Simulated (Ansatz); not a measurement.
# Arsine (AsH3): one species, many methods

The task here is to estimate one member of a computed series from the others.

Program: Ansatz 0.2.0, Gaussian basis. Level of theory: functionals in def2-TZVPP, the program's frozen cores in correlated methods. These are calculated values, not measurements.

The runs, in order: LDA (SPW92), PBE-D4, revPBE-D4, BLYP-D4, r2SCAN-D4, B97M-V, PBE0-D4, B3LYP-D4, r2SCANh-D4, r2SCAN0-D4, HSE06-D4, BHLYP-D4, CAM-B3LYP-D4, LC-ωPBE, ωB97X-V, ωB97M-V, B2PLYP, PBE-QIDH; CCSD(T)/def2-SVP; CCSD(T)/def2-TZVPP; CCSD(T)/def2-QZVPP; extrapolation to the limit; RPA on PBE.

## The relaxed structure

All runs share one geometry, relaxed beforehand with PBE0-D4 in a triple-zeta def2 set.

4 atoms, charge 0, spin multiplicity 1.

Atoms are counted from 1 here; the program's logs count them from 0.

Bond lengths: As1–H2 1.522 Å, As1–H3 1.522 Å, As1–H4 1.522 Å. Angles: H2–As1–H3 92.0°, H2–As1–H4 92.0°, H3–As1–H4 92.0°.

Geometry (Å):

```
atom    x (Å)    y (Å)    z (Å)
 As1  -0.2158   0.4876  -0.3460
  H2   0.3499   0.6303   1.0594
  H3  -1.0680  -0.7055   0.0611
  H4   0.9339  -0.4125  -0.7745
```

The first run:

Contents of in.yaml:

```yaml
crystal:
  periodic: [false, false, false]
  atoms:
    - {symbol: As, position_ang: [-0.215793, 0.487646, -0.346016]}
    - {symbol: H, position_ang: [0.349935, 0.630320, 1.059371]}
    - {symbol: H, position_ang: [-1.067997, -0.705456, 0.061106]}
    - {symbol: H, position_ang: [0.933855, -0.412500, -0.774461]}
basis:
  gaussian: {orbitals: def2-TZVPP}
hamiltonian: {xc: lda}
output: {orbitals: {seedname: orbitals}}
```

Steps of the session up to this table: LDA; PBE-D4 (GGA); revPBE-D4 (GGA); BLYP-D4 (GGA); r2SCAN-D4 (meta-GGA); B97M-V (meta-GGA); PBE0-D4 (hybrid); B3LYP-D4 (hybrid); r2SCANh-D4 (hybrid); r2SCAN0-D4 (hybrid); HSE06-D4 (hybrid); BHLYP-D4 (hybrid); CAM-B3LYP-D4 (range-separated); LC-ωPBE-D4 (range-separated; the results give it without D4); ωB97X-V (range-separated); ωB97M-V (range-separated); B2PLYP (double hybrid); PBE-QIDH (double hybrid).

One table of the session follows, with a row left open; its other results are not shown here.

It belongs to the step «Orbital energies across the functionals». 

```
  functional  HOMO (eV)  LUMO (eV)  gap (eV)
 LDA (SPW92)      -6.79      -0.31      6.48
      PBE-D4      -6.69      -0.18      6.50
   revPBE-D4      -6.65      -0.13      6.52
     BLYP-D4          ?          ?         ?
   r2SCAN-D4      -6.98       0.10      7.08
      B97M-V      -7.01      -0.02      6.98
     PBE0-D4      -7.81       0.68      8.49
    B3LYP-D4      -7.63       0.42      8.04
  r2SCANh-D4      -7.39       0.41      7.79
  r2SCAN0-D4      -8.01       0.86      8.86
    HSE06-D4      -7.41       0.30      7.71
    BHLYP-D4      -8.83       1.56     10.38
CAM-B3LYP-D4      -9.13       1.72     10.85
     LC-ωPBE     -10.47       2.91     13.38
     ωB97X-V     -10.12       2.78     12.90
     ωB97M-V     -10.00       2.57     12.57
```

Q: Estimate the row for BLYP-D4 from the others.

Worked estimate for «HOMO (eV)». Against the share of exact exchange, B3LYP-D4 (0.2, -7.63), BHLYP-D4 (0.5, -8.83) give a slope of -4.00 per unit share; at 0 the line stands at -6.83.

**Answer.** HOMO (eV): -6.57; LUMO (eV): -0.12; gap (eV): 6.45. In «HOMO (eV)» the line misses by -0.26.
